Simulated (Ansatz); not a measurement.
# C2H8AlNSi: a ladder of functionals and wavefunction methods

Aim: compute C2H8AlNSi with functionals from several rungs and with coupled cluster, and see how far each lands from CCSD(T) at the basis-set limit for the atomisation energy.

The runs use Ansatz 0.2.0, Gaussian basis; functionals in def2-TZVPP, the program's frozen cores in correlated methods.

The runs, in order: PBE-D4, r2SCAN-D4, PBE0-D4, B3LYP-D4, ωB97X-V, ωB97M-V, B2PLYP; CCSD(T)/def2-TZVPP; MP2/def2-QZVPP; extrapolation to the limit.

### 1 The relaxed structure

All runs share one geometry, relaxed beforehand with PBE0-D4 in a triple-zeta def2 set.

13 atoms, charge 0, spin multiplicity 1.

Atoms are counted from 1 here; the program's logs count them from 0.

Bond lengths: C1–C2 1.531 Å, C1–H6 1.099 Å, C1–H7 1.093 Å, C1–H8 1.116 Å, C2–N3 1.438 Å, C2–Al4 1.968 Å, C2–Si5 1.933 Å, N3–H9 1.016 Å, N3–H10 1.011 Å, Al4–Si5 2.321 Å, Al4–H11 1.585 Å, Si5–H12 1.492 Å, Si5–H13 1.499 Å. Angles: C2–C1–H6 113.2°, C2–C1–H7 110.5°, C2–C1–H8 113.7°, H6–C1–H7 108.8°, H6–C1–H8 102.5°, H7–C1–H8 107.7°, C1–C2–N3 110.8°, C1–C2–Al4 88.4°, C1–C2–Si5 110.9°, N3–C2–Al4 139.4°, N3–C2–Si5 126.4°, Al4–C2–Si5 73.0°, C2–N3–H9 111.5°, C2–N3–H10 110.9°, H9–N3–H10 107.0°, C2–Al4–Si5 52.8°, C2–Al4–H11 138.6°, Si5–Al4–H11 166.0° and more.

### 2 PBE-D4 (GGA)

The input, in.yaml:

```yaml
crystal:
  periodic: [false, false, false]
  atoms:
    - {symbol: C, position_ang: [-1.246838, 0.530145, 0.006662]}
    - {symbol: C, position_ang: [-0.008694, -0.363880, -0.106714]}
    - {symbol: N, position_ang: [-0.257190, -1.469092, -0.992362]}
    - {symbol: Al, position_ang: [0.341784, -0.026393, 1.799842]}
    - {symbol: Si, position_ang: [1.611049, 0.686598, -0.007748]}
    - {symbol: H, position_ang: [-1.386198, 1.187458, -0.862663]}
    - {symbol: H, position_ang: [-2.146582, -0.076625, 0.138174]}
    - {symbol: H, position_ang: [-1.199193, 1.256027, 0.853531]}
    - {symbol: H, position_ang: [-0.357453, -1.159089, -1.955228]}
    - {symbol: H, position_ang: [0.509852, -2.127271, -0.972508]}
    - {symbol: H, position_ang: [-0.399566, -0.184416, 3.192369]}
    - {symbol: H, position_ang: [2.747685, -0.237706, -0.288279]}
    - {symbol: H, position_ang: [1.811843, 1.949245, -0.790176]}
basis:
  gaussian: {orbitals: def2-TZVPP}
hamiltonian: {xc: pbe, dispersion: d4}
output: {forces: true, orbitals: {seedname: orbitals}}
```

Run with:

```sh
$ ansatz run in.yaml --threads 4 --pin off --events-out ev --progress --plain --max-ram 10444MiB
```

Further steps of the session: r2SCAN-D4 (meta-GGA); PBE0-D4 (hybrid); B3LYP-D4 (hybrid); ωB97X-V (range-separated); ωB97M-V (range-separated); B2PLYP (double hybrid); CCSD(T) in def2-TZVPP; MP2 in def2-QZVPP.

Q: Predict the results of all the runs planned. Wanted: atomisation energy, CCSD(T)/CBS; farthest; mean size of error, hybrid; mean size of error, range-separated; gap, smallest and largest; T1 diagnostic; triples share of the correlation energy.

The runs gave:

```
                               quantity                                  value
        atomisation energy, CCSD(T)/CBS                          4296.1 kJ/mol
 functionals within 21.5 kJ/mol (0.5 %)  r2SCAN-D4, PBE0-D4, B3LYP-D4, ωB97M-V
                               farthest                  PBE-D4 (+83.6 kJ/mol)
             mean size of error, hybrid                             8.2 kJ/mol
    mean size of error, range-separated                            19.4 kJ/mol
              gap, smallest and largest    2.57 eV (PBE-D4), 8.44 eV (ωB97X-V)
                          T1 diagnostic                                 0.0135
triples share of the correlation energy                                  4.2 %
```

PBE-D4 is off by +83.6 kJ/mol. Double hybrids carry the basis error of their MP2 part in triple zeta, and no dispersion term here, so their miss is partly the set-up's. Misses under about 21.5 kJ/mol are within the doubt on the reference itself, which lacks core-valence correlation, relativity and higher excitations. Hartree-Fock recovers 71 % of the binding; the rest is correlation. Orbital gaps span 2.6 to 8.4 eV; exact exchange widens them.
